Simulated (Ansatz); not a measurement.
**CH₃BOS: ionisation energy by level of theory**

How much energy removes an electron from CH₃BOS at fixed geometry? The cation is run at each level and the neutral's energy taken from earlier runs.

Computed with Ansatz 0.2.0, Gaussian basis. Level: unrestricted cation, the program's frozen cores in correlated methods.

The runs, in order: UKS PBE-D4/def2-TZVPP; UKS r2SCAN-D4/def2-TZVPP; UKS PBE0-D4/def2-TZVPP; UKS B3LYP-D4/def2-TZVPP; UKS wB97X-V/def2-TZVPP; UKS wB97M-V/def2-TZVPP; UKS B2PLYP/def2-TZVPP; UHF-CCSD(T)/def2-TZVPP; UHF-MP2/def2-QZVPP; extrapolation to the limit; then −ε(HOMO) from the neutral's earlier runs with LDA (SPW92), PBE-D4, revPBE-D4, BLYP-D4, r2SCAN-D4, B97M-V, PBE0-D4, B3LYP-D4, r2SCANh-D4, r2SCAN0-D4, HSE06-D4, BHLYP-D4, CAM-B3LYP-D4, LC-ωPBE, ωB97X-V, ωB97M-V.

## (1) The relaxed structure

The geometry comes from an earlier relaxation with PBE0-D4 in a triple-zeta def2 set; it is a stationary point, not always the lowest conformer.

SMILES `SC1BO1`, 7 atoms, charge 0, spin multiplicity 1.

Atoms are counted from 1 here; the program's logs count them from 0.

Bond lengths: S1–C2 1.761 Å, S1–H5 1.343 Å, C2–B3 1.511 Å, C2–O4 1.518 Å, C2–H6 1.085 Å, B3–O4 1.324 Å, B3–H7 1.184 Å. Angles: C2–S1–H5 98.1°, S1–C2–B3 126.0°, S1–C2–O4 117.4°, S1–C2–H6 111.2°, B3–C2–O4 51.8°, B3–C2–H6 122.0°, O4–C2–H6 110.6°, C2–B3–O4 64.3°, C2–B3–H7 157.1°, O4–B3–H7 138.4°, C2–O4–B3 63.8°.

## (2) Cation, UKS PBE-D4/def2-TZVPP

in.yaml reads:

```yaml
crystal:
  periodic: [false, false, false]
  atoms:
    - {symbol: S, position_ang: [-1.483565, 0.693844, -0.788339]}
    - {symbol: C, position_ang: [-0.375801, 0.120995, 0.455053]}
    - {symbol: B, position_ang: [1.012377, -0.429994, 0.222951]}
    - {symbol: O, position_ang: [0.057147, -1.332506, 0.388104]}
    - {symbol: H, position_ang: [-0.582120, 0.915039, -1.758974]}
    - {symbol: H, position_ang: [-0.738974, 0.365532, 1.447954]}
    - {symbol: H, position_ang: [2.172335, -0.400910, -0.012450]}
basis:
  gaussian: {orbitals: def2-TZVPP}
total_charge: 1
magnetization: {spin_polarized: true, initial_magnetization: 1}
hamiltonian: {xc: pbe, dispersion: d4}
```

Run with:

```sh
$ ansatz run in.yaml --threads 2 --pin off --events-out ev --progress --plain --max-ram 4352MiB
```

Further steps of the session: Cation, UKS r2SCAN-D4/def2-TZVPP; Cation, UKS PBE0-D4/def2-TZVPP; Cation, UKS B3LYP-D4/def2-TZVPP; Cation, UKS wB97X-V/def2-TZVPP; Cation, UKS wB97M-V/def2-TZVPP; Cation, UKS B2PLYP (frozen core)/def2-TZVPP; Cation, UHF-CCSD(T)/def2-TZVPP; Cation, UHF-MP2/def2-QZVPP.

Before running them: what should the planned runs give, taken together? Wanted: ionisation energy, CCSD(T)/CBS; nearest functional by difference; nearest −ε(HOMO); −ε(HOMO) of PBE; T1 of the cation.

**Answer**, as computed:

| quantity | value |
| --- | --- |
| ionisation energy, CCSD(T)/CBS | 9.85 eV |
| nearest functional by difference | ωB97X-V (-0.14 eV) |
| nearest −ε(HOMO) | LC-ωPBE (+0.16 eV) |
| −ε(HOMO) of PBE | 6.08 eV |
| T1 of the cation | 0.032 |

By cation minus neutral, the functionals miss by 0.43 eV at most. The PBE orbital energy is 3.8 eV too small: a semilocal HOMO is no ionisation energy. Among orbital estimates LC-ωPBE comes nearest. Hartree-Fock falls 1.16 eV short, as the neutral has more correlation energy than the cation. The cation's T1 (from the report) is 0.032, near the customary mark of 0.045 for open shells, so the coupled-cluster value is less safe.
